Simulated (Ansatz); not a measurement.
# CH₂OSTe: how energies converge with the basis set

One table from this session's results is given with a row withheld; the runs are named, their logs left out.

Program: Ansatz 0.2.0, Gaussian basis. Level of theory: one geometry, several basis sets. These are calculated values, not measurements.

The runs, in order: PBE0-D4/def2-SVP; ωB97M-V/def2-SVP; PBE0-D4/def2-QZVPP; ωB97M-V/def2-QZVPP; the functionals' def2-TZVPP values are taken from earlier runs.

## The geometry

All runs share one geometry, relaxed beforehand with PBE0-D4 in a triple-zeta def2 set. Te takes the def2 core potential; no spin-orbit term is included.

SMILES `O=C(S)[TeH]`, 6 atoms, charge 0, spin multiplicity 1.

Atoms are counted from 1 here; the program's logs count them from 0.

Bond lengths: O1–C2 1.188 Å, C2–S3 1.777 Å, C2–Te4 2.160 Å, S3–H5 1.343 Å, Te4–H6 1.654 Å. Angles: O1–C2–S3 121.1°, O1–C2–Te4 123.3°, S3–C2–Te4 115.6°, C2–S3–H5 96.5°, C2–Te4–H6 90.6°.

Set-up of the first run:

Input file in.yaml:

```yaml
crystal:
  periodic: [false, false, false]
  atoms:
    - {symbol: O, position_ang: [-0.469008, -1.421454, 0.814947]}
    - {symbol: C, position_ang: [0.067899, -0.555943, 0.204178]}
    - {symbol: S, position_ang: [1.719962, -0.760466, -0.418718]}
    - {symbol: Te, position_ang: [-0.862556, 1.345438, -0.227940]}
    - {symbol: H, position_ang: [1.819153, 0.451120, -0.990013]}
    - {symbol: H, position_ang: [-2.233351, 0.877205, 0.571347]}
basis:
  gaussian: {orbitals: def2-SVP}
hamiltonian: {xc: pbe0, dispersion: d4}
output: {orbitals: {seedname: orbitals}}
```

The run is started by

```console
ansatz run in.yaml --threads 2 --pin off --events-out ev --progress --plain --max-ram 4352MiB
```

Among the steps run: PBE0-D4 in def2-SVP; ωB97M-V in def2-SVP; PBE0-D4 in def2-QZVPP; ωB97M-V in def2-QZVPP.

One of the session's tables, all rows but one given; the rest of the session is left out.

It belongs to the step «Functionals by basis». 

```
functional       basis  HOMO (eV)  LUMO (eV)
   PBE0-D4    def2-SVP      -6.85      -1.63
   PBE0-D4  def2-TZVPP          ?          ?
   PBE0-D4  def2-QZVPP      -6.98      -1.84
   ωB97M-V    def2-SVP      -8.89       0.36
   ωB97M-V  def2-TZVPP      -9.03       0.10
   ωB97M-V  def2-QZVPP      -9.06       0.04
```

**Question.** Estimate the row for PBE0-D4, def2-TZVPP.

**Answer.** HOMO (eV): -6.96; LUMO (eV): -1.80. In the column «HOMO (eV)» it lies between PBE0-D4, def2-QZVPP (-6.98) and PBE0-D4, def2-SVP (-6.85).
